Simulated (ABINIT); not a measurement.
# InPd (Pm-3m) in ABINIT: optical spectrum with PBEsol

Aim: the optical spectrum of InPd with PBEsol.

All numbers are computed with ABINIT 10.8.3 (patched build); they aren't measurements. Logs are shortened: lines on timing, memory, paths and dates and some standing lists are left out, and cuts for length are marked. The log counts tension as positive stress, the text compression.

## Step 1: The undisturbed crystal

Symmetry: Pm-3m, No. 221, cubic system. The conventional cell has a = 3.272 Å, b = 3.272 Å, c = 3.272 Å, α = 90.00°, β = 90.00°, γ = 90.00°. Around In (site symmetry m-3m) lie 8 Pd at 2.83 Å. Pd (site symmetry m-3m) has 8 In at 2.83 Å as nearest neighbours.

The cell comes from a database or a generator and needn't be the stable form of this composition.

## Step 2: Optical spectrum, PBEsol (cell relaxed at zero pressure by an earlier run)

Input file run.abi:

```
# Datasets
ndtset 3

# Pseudopotentials
pp_dirpath "./"
pseudos "In.upf, Pd.upf"

# Structure
acell 3.25125752 3.25125752 3.25125752 Angstrom
rprim
     1.0000000000     0.0000000000     0.0000000000
     0.0000000000     1.0000000000     0.0000000000
     0.0000000000     0.0000000000     1.0000000000
ntypat 2
znucl 49 46
natom 2
typat 1 2
chkprim 0
chksymtnons 0
tolsym 1.0e-6
xred
            0.0            0.0            0.0
            1/2            1/2            1/2

# Plane-wave basis
ecut 41.0
ecutsm 0.5

# k points
ngkpt 12 12 12
nshiftk 1
shiftk 0.5 0.5 0.5
istwfk *1

# Exchange and correlation
ixc -116133

# Bands and occupations
occopt 3
tsmear 0.136 eV

# SCF cycle
nstep 80

# Output
iomode 3
prteig 0
prtebands 0

# Dataset 1: ground state
nband1 20
tolvrs1 1.0e-12
prtden1 1
prtwf1 0
kptopt1 1

# Dataset 2: empty bands at fixed density
iscf2 -3
getden2 1
nband2 28
nbdbuf2 4
tolwfr2 1.0e-12
nstep2 120
prtden2 0
kptopt2 1

# Dataset 3: wave functions and velocity matrix elements in the full zone
optdriver3 8
wfk_task3 "wfk_optics_fullbz"
getwfk3 2
nband3 24
kptopt3 1
prtevk3 1
inclvkb3 2
```

Input file optic.abi:

```
&FILES
 ddkfile_1 = 'runo_DS3_1_EVK.nc',
 ddkfile_2 = 'runo_DS3_2_EVK.nc',
 ddkfile_3 = 'runo_DS3_3_EVK.nc',
 wfkfile = 'runo_DS3_WFK.nc'
/
&PARAMETERS
 broadening = 0.001837,
 domega = 0.002,
 maxomega = 0.8,
 scissor = 0.000000,
 tolerance = 0.002
/
&COMPUTATIONS
 num_lin_comp = 1,
 lin_comp = 11,
 num_nonlin_comp = 0
/
```

Potentials or basis: PseudoDojo NC SR PBEsol v0.4.1 standard.

On the command line:

```bash
> abinit run.abi > log 2>&1
> optic optic.abi > optic.log 2>&1
```

run.abo:

```text
.Version 10.8.3 of ABINIT
 DATASET    1 : space group Pm -3 m (#221); Bravais cP (primitive cubic)
================================================================================
 Values of the parameters that define the memory need for DATASET  1.
     intxc =       0    ionmov =       0      iscf =       7    lmnmax =       6
     lnmax =       6     mgfft =      36  mpssoang =       3    mqgrid =    3001
     natom =       2  nloc_mem =       1    nspden =       1   nspinor =       1
    nsppol =       1      nsym =      48    n1xccc =    2501    ntypat =       2
    occopt =       3   xclevel =       2
       mpw =        2933          nfft =       46656          nkpt =          56
================================================================================
================================================================================
[... 13 lines left out ...]
 DATASET    3 : space group Pm -3 m (#221); Bravais cP (primitive cubic)
================================================================================
 Values of the parameters that define the memory need for DATASET  3.
     intxc =       0    ionmov =       0      iscf =       7    lmnmax =       6
     lnmax =       6     mgfft =      36  mpssoang =       3    mqgrid =    3001
     natom =       2  nloc_mem =       1    nspden =       1   nspinor =       1
    nsppol =       1      nsym =      48    n1xccc =    2501    ntypat =       2
    occopt =       3   xclevel =       2
       mpw =        2933          nfft =       46656          nkpt =          56
================================================================================
================================================================================

--------------------------------------------------------------------------------
------------- Echo of variables that govern the present computation ------------
--------------------------------------------------------------------------------
 -outvars: echo values of preprocessed input variables --------
            acell      6.1439862776E+00  6.1439862776E+00  6.1439862776E+00 Bohr
              amu      1.14820000E+02  1.06420000E+02
          chkprim           0
      chksymtnons           0
             ecut      4.10000000E+01 Hartree
           ecutsm      5.00000000E-01 Hartree
           getden1          0
           getden2          1
           getden3          0
           getwfk1          0
           getwfk2          0
           getwfk3          2
             iscf1          7
             iscf2         -3
             iscf3          7
              ixc     -116133
           jdtset        1    2    3
                       outvar_i_n : Printing only first  50 k-points.
         kptrlatt       12    0    0      0   12    0      0    0   12
          kptrlen      7.37278353E+01
            natom           2
            nband1         20
            nband2         28
            nband3         24
           nbdbuf1          0
           nbdbuf2          4
           nbdbuf3          0
           ndtset           3
            ngfft          36      36      36
             nkpt          56
            nstep1         80
            nstep2        120
            nstep3         80
             nsym          48
           ntypat           2
                       prtocc : prtvol=0, do not print more k-points.
                       prtocc : prtvol=0, do not print more k-points.
                       prtocc : prtvol=0, do not print more k-points.
           occopt           3
        optdriver1          0
        optdriver2          0
        optdriver3          8
           prtden1          1
           prtden2          0
           prtden3          1
        prtebands           0
           prteig           0
           prtevk1          0
           prtevk2          0
           prtevk3          1
            prtwf1          0
            prtwf2          1
            prtwf3          1
           shiftk      5.00000000E-01  5.00000000E-01  5.00000000E-01
          spgroup         221
           tolsym      1.00000000E-06
           tolvrs1     1.00000000E-12
           tolvrs2     0.00000000E+00
           tolvrs3     0.00000000E+00
           tolwfr1     0.00000000E+00
           tolwfr2     1.00000000E-12
           tolwfr3     0.00000000E+00
           tsmear      4.99790782E-03 Hartree
            typat      1  2
         wfk_task1          0
         wfk_task2          0
         wfk_task3          7
                       outvars : Printing only first  50 k-points.
           xangst      0.0000000000E+00  0.0000000000E+00  0.0000000000E+00
                       1.6256287600E+00  1.6256287600E+00  1.6256287600E+00
            xcart      0.0000000000E+00  0.0000000000E+00  0.0000000000E+00
                       3.0719931388E+00  3.0719931388E+00  3.0719931388E+00
             xred      0.0000000000E+00  0.0000000000E+00  0.0000000000E+00
                       5.0000000000E-01  5.0000000000E-01  5.0000000000E-01
            znucl       49.00000   46.00000

================================================================================

 chkinp: Checking input parameters for consistency, jdtset=   1.

 chkinp: Checking input parameters for consistency, jdtset=   2.
[... 6 lines left out ...]
--- !DatasetInfo
[... 170 lines left out ...]

 mkfilename : getden/=0, take file _DEN from output of DATASET   1.

 Real(R)+Recip(G) space primitive vectors, cartesian coordinates (Bohr,Bohr^-1):
 R(1)=  6.1439863  0.0000000  0.0000000  G(1)=  0.1627608  0.0000000  0.0000000
 R(2)=  0.0000000  6.1439863  0.0000000  G(2)=  0.0000000  0.1627608  0.0000000
 R(3)=  0.0000000  0.0000000  6.1439863  G(3)=  0.0000000  0.0000000  0.1627608
 Unit cell volume ucvol=  2.3192668E+02 bohr^3
 Angles (23,13,12)=  9.00000000E+01  9.00000000E+01  9.00000000E+01 degrees

 getcut: wavevector=  0.0000  0.0000  0.0000  ngfft=  36  36  36
         ecut(hartree)=     41.000   => boxcut(ratio)=   2.03280
--------------------------------------------------------------------------------

================================================================================

--- !BeginCycle
iteration_state: {dtset: 2, }
solver: {iscf: -3, nstep: 120, nline: 4, wfoptalg: 0, }
tolerances: {tolwfr: 1.00E-12, }
...

     iter   Etot(hartree)      deltaE(h)  residm     vres2
 Non-SCF case, kpt    1 (  0.04167  0.04167  0.04167), residuals and eigenvalues=
  6.94E-13  4.89E-13  2.71E-13  1.61E-13  6.35E-13  5.04E-13  4.29E-13  5.06E-13
  2.43E-13  7.72E-13  7.64E-13  9.45E-13  5.65E-13  3.43E-13  7.83E-13  4.74E-13
  4.47E-13  2.69E-13  8.48E-13  7.64E-13  8.02E-13  3.61E-13  5.87E-13  6.99E-13
  3.98E-10  1.28E-12  6.63E-10  1.62E-06
 -2.6948E+00 -1.4371E+00 -1.4371E+00 -1.4371E+00 -1.3845E-01 -1.3845E-01
 -1.2310E-01 -1.2310E-01 -1.2298E-01  3.7017E-02  2.6775E-01  2.6775E-01
  3.2330E-01  3.2494E-01  3.2494E-01  5.6183E-01  5.6351E-01  5.6351E-01
  7.7945E-01  8.1134E-01  8.1134E-01  1.0096E+00  1.0096E+00  1.0177E+00
  1.1479E+00  1.1650E+00  1.1650E+00  1.2594E+00
 prteigrs : prtvol=0 or 1, do not print more k-points.

--- !ResultsGS
iteration_state: {dtset: 2, }
comment   : Summary of ground state results
lattice_vectors:
- [  6.1439863,   0.0000000,   0.0000000, ]
- [  0.0000000,   6.1439863,   0.0000000, ]
- [  0.0000000,   0.0000000,   6.1439863, ]
lattice_lengths: [   6.14399,    6.14399,    6.14399, ]
lattice_angles: [ 90.000,  90.000,  90.000, ] # degrees, (23, 13, 12)
lattice_volume:   2.3192668E+02
convergence: {deltae:  0.000E+00, res2:  0.000E+00, residm:  9.963E-13, diffor:  0.000E+00, }
etotal    :  -2.01198734E+02
entropy   :   0.00000000E+00
fermie    :   4.12651309E-01
cartesian_stress_tensor: null
pressure_GPa: null
xred      :
- [  0.0000E+00,   0.0000E+00,   0.0000E+00, In]
- [  5.0000E-01,   5.0000E-01,   5.0000E-01, Pd]
cartesian_forces: null
force_length_stats: {min: null, max: null, mean: null, }
...

 Integrated electronic density in atomic spheres:
 ------------------------------------------------
 Atom  Sphere_radius  Integrated_density
    1        2.00000          9.89451983
    2        2.00000         15.32091064
================================================================================

 ----iterations are completed or convergence reached----

 Mean square residual over all n,k,spin=   59.300E-14; max=  99.631E-14
 reduced coordinates (array xred) for    2 atoms
       0.000000000000      0.000000000000      0.000000000000
       0.500000000000      0.500000000000      0.500000000000

 cartesian coordinates (angstrom) at end:
    1      0.00000000000000     0.00000000000000     0.00000000000000
    2      1.62562876000000     1.62562876000000     1.62562876000000
 length scales=  6.143986277598  6.143986277598  6.143986277598 bohr
              =  3.251257520000  3.251257520000  3.251257520000 angstroms
 Eigenvalues (hartree) for nkpt=  56  k points:
 kpt#   1, nband= 28, wtk=  0.00463, kpt=  0.0417  0.0417  0.0417 (reduced coord)
  -2.69484   -1.43712   -1.43712   -1.43712   -0.13845   -0.13845   -0.12310   -0.12310
  -0.12298    0.03702    0.26775    0.26775    0.32330    0.32494    0.32494    0.56183
   0.56351    0.56351    0.77945    0.81134    0.81134    1.00962    1.00962    1.01775
   1.14787    1.16495    1.16495    1.25943
      occupation numbers for kpt#   1
   2.00000    2.00000    2.00000    2.00000    2.00000    2.00000    2.00000    2.00000
   2.00000    2.00000    2.00000    2.00000    2.00000    2.00000    2.00000    0.00000
   0.00000    0.00000    0.00000    0.00000    0.00000    0.00000    0.00000    0.00000
   0.00000    0.00000    0.00000    0.00000
 prteigrs : prtvol=0 or 1, do not print more k-points.

--- !EnergyTerms
iteration_state     : {dtset: 2, }
comment             : Components of total free energy in Hartree
kinetic             :  8.75034570282782E+01
hartree             :  4.07110825125865E+01
xc                  : -4.04072663361388E+01
Ewald energy        : -1.44376436665039E+02
psp_core            :  6.86391941029110E+00
local_psp           : -1.37788438818291E+02
non_local_psp       : -1.37035087490079E+01
internal            : -2.01197191617321E+02
'-kT*entropy'       : -1.54202369606128E-03
total_energy        : -2.01198733641017E+02
...

--- !EnergyTermsDC
iteration_state     : {dtset: 2, }
comment             : '"Double-counting" decomposition of free energy'
band_energy         : -1.16805022411420E+01
Ewald energy        : -1.44376436665039E+02
psp_core            :  6.86391941029110E+00
xc_dc               : -5.20041723494657E+01
internal            : -2.01197191845355E+02
'-kT*entropy'       : -1.54202369606128E-03
total_energy_dc     : -2.01198733869051E+02
...

================================================================================
== DATASET  3 ==================================================================

--- !DatasetInfo
iteration_state: {dtset: 3, }
dimensions: {natom: 2, nkpt: 56, mband: 24, nsppol: 1, nspinor: 1, nspden: 1, mpw: 2933, }
cutoff_energies: {ecut:  41.0, pawecutdg:  -1.0, }
electrons: {nelect:   3.10000000E+01, charge:   0.00000000E+00, occopt:   3.00000000E+00, tsmear:   4.99790782E-03, }
meta: {optdriver: 8, wfk_task: 7, }
...

 mkfilename : getwfk/=0, take file _WFK from output of DATASET   2.

--------------------------------------------------------------------------------

 Computation of velocity matrix elements (DDK)

 Parameters extracted from the Abinit header:
    ecut:     41.0
    nkpt:    1728
    mband:   28
    nsppol:  1
    nspinor: 1
    useylm:  0
    inclvkb: 2
    bmin: 1, bmax: 28
    Computing diagonal and off-diagonal matrix elements
    Between band index bmin: 1, bmax: 28

== END DATASET(S) ==============================================================
================================================================================

 -outvars: echo values of variables after computation  --------
            acell      6.1439862776E+00  6.1439862776E+00  6.1439862776E+00 Bohr
           etotal1    -2.0119873387E+02
           etotal2    -2.0119873387E+02
           etotal3     0.0000000000E+00
            fcart1    -0.0000000000E+00 -0.0000000000E+00 -0.0000000000E+00
                      -0.0000000000E+00 -0.0000000000E+00 -0.0000000000E+00
            fcart3     0.0000000000E+00  0.0000000000E+00  0.0000000000E+00
                       0.0000000000E+00  0.0000000000E+00  0.0000000000E+00
           strten1     4.2557354256E-06  4.2557354256E-06  4.2557354256E-06
                       0.0000000000E+00  0.0000000000E+00  0.0000000000E+00
           strten3     0.0000000000E+00  0.0000000000E+00  0.0000000000E+00
                       0.0000000000E+00  0.0000000000E+00  0.0000000000E+00
           xangst      0.0000000000E+00  0.0000000000E+00  0.0000000000E+00
                       1.6256287600E+00  1.6256287600E+00  1.6256287600E+00
             xred      0.0000000000E+00  0.0000000000E+00  0.0000000000E+00
                       5.0000000000E-01  5.0000000000E-01  5.0000000000E-01
 Calculation completed.
```

It took 7 min on 1 thread of Arm Neoverse V1, shared host; peak memory 2.4 GiB.

Results:

```yaml
Free_energy: -5474.8965 eV
Pressure: -0.1 GPa
```

Dielectric function (mean over the directions given):
```csv
energy (eV),real part,imaginary part
0.33,12.20,0.10
1.31,13.72,1.47
2.29,12.16,7.61
3.37,2.88,6.56
4.35,3.32,9.30
5.44,2.48,7.62
6.42,0.02,6.80
7.51,-1.72,3.58
8.49,-0.93,2.97
9.58,-0.34,3.36
10.56,0.08,1.41
11.65,0.75,1.65
12.63,0.25,1.26
13.71,0.51,1.40
14.69,0.30,1.93
15.78,0.34,1.35
16.76,0.53,0.98
17.85,0.22,1.03
18.83,0.50,1.15
19.92,0.60,1.18
```

Caveat: the intraband (Drude) term is left out; spectra need much finer meshes, so this one isn't converged; independent-particle spectra lack excitons.
